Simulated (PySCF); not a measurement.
# C4H8OSi: the cost of one run

The runs use PySCF 2.14.0, with density-fitted response routines of our own; the level of theory stands in each step. All values are computed, except where a source is named. Atoms are numbered from 0 throughout.

## Step 1: Starting geometry

14 atoms, charge 0, multiplicity 1; geometry from: GFN2-xTB. The atoms were then displaced at random by about 0.01 Å, so the start is not that level's minimum.

Bonds of the start (Å): C0–C1 1.51, C1–O2 1.20, C1–Si3 1.86, Si3–C4 1.92, C4–C5 1.52, C5–Si3 1.91, C0–H6 1.11, C0–H7 1.07, C0–H8 1.07, Si3–H9 1.47, C4–H10 1.09, C4–H11 1.07, C5–H12 1.07, C5–H13 1.09.

## Step 2: Optimising the geometry at PBE0-D3(BJ)/def2-SVP

The job: settings as JSON, then the geometry in Å.

```
{"job": {"xc": "PBE0", "basis": "def2-SVP", "d3": "d3bj", "grid": 1, "shake": 0.01, "kind": "geom"}, "charge": 0, "multiplicity": 1}
C      1.979430     0.059020    -0.254030
C      1.393020     0.128100     1.135580
O      2.083430     0.232610     2.110090
Si    -0.448350     0.021270     1.369230
C     -1.607790     0.652650    -0.019150
C     -1.507470    -0.857940     0.043730
H      1.524100     0.874530    -0.856780
H      1.711400    -0.862900    -0.718760
H      3.039110     0.200670    -0.222800
H     -0.931730     0.037840     2.761650
H     -2.575150     1.071250     0.263610
H     -1.189850     1.137670    -0.880860
H     -1.056580    -1.332400    -0.807150
H     -2.420730    -1.377450     0.347920
```

Launch:

```sh
> OMP_NUM_THREADS=1 python probes_run.py task.json out
```

One launch serves the whole session: the jobs run in the order shown.

Q: Estimate the wall time and peak memory of this first job on 1 thread of Arm Neoverse V2, shared host.

About 63 s, with a peak of 0.5 GiB.
